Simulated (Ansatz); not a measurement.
# TaRu: the cost of one run

Method: DFT PBEsol, scalar-relativistic, plane waves, PAW, in Ansatz 0.2.0.

### 1 The system as given

Symmetry: Pm-3m, No. 221, cubic system. Conventional cell: a = 3.187 Å, b = 3.187 Å, c = 3.187 Å, α = 90.00°, β = 90.00°, γ = 90.00°. Ta (site symmetry m-3m) has 8 Ru at 2.76 Å in its first shell of neighbours. Ru (site symmetry m-3m) is surrounded by 8 Ta at 2.76 Å.

Structure file:

```
Ta Ru
1.0
     3.18700    0.00000    0.00000
     0.00000    3.18700    0.00000
     0.00000    0.00000    3.18700
Ta Ru
1 1
Direct
  0.50000 0.50000 0.50000
  0.00000 0.00000 0.00000
```

No relaxation comes first: the listed cell is the starting point.

### 2 The reference cell

The reference gives a free energy of -15623.4839 eV, pressure -10.98 GPa, largest force 0.000 eV/Å and gap on the mesh none (metal). It was computed beforehand with the settings of the runs below.

### 3 Setting up a tetragonal deformation path

At fixed volume and fractional coordinates, lengths along (0.000, 0.000, 1.000) are scaled against those across it; ρ is that ratio over its starting value.

### 4 Point ρ = 0.707

File input.yaml:

```yaml
crystal:
  lattice:
    - [3.5774666364, 0.0, 0.0]
    - [0.0, 3.5774666364, 0.0]
    - [0.0, 0.0, 2.529268912]
  atoms:
    - { symbol: Ta, position: [0.5, 0.5, 0.5] }
    - { symbol: Ru, position: [0.0, 0.0, 0.0] }
basis:
  ecutwfc: 420
kpoints:
  mp_grid: { grid: [16, 16, 16] }
hamiltonian:
  xc: pbesol
scf:
  occupations: { method: gaussian, width: 0.15 }
output:
  forces: true
  stress: true
  eigenvalues: true
  write_density: true
  write_potential: true
  elf: true
  volumetric_format: npy
```

Launch:

```console
$ ansatz run input.yaml --threads 1 --pin off --max-ram 2560MiB --backend cpu --events-out ev --progress --plain --runs-dir out
```

**Question.** How long does this run take on 1 thread of Arm Neoverse V1, shared host, and how much memory does it need?

About 15 s, with a peak of 0.46 GiB.
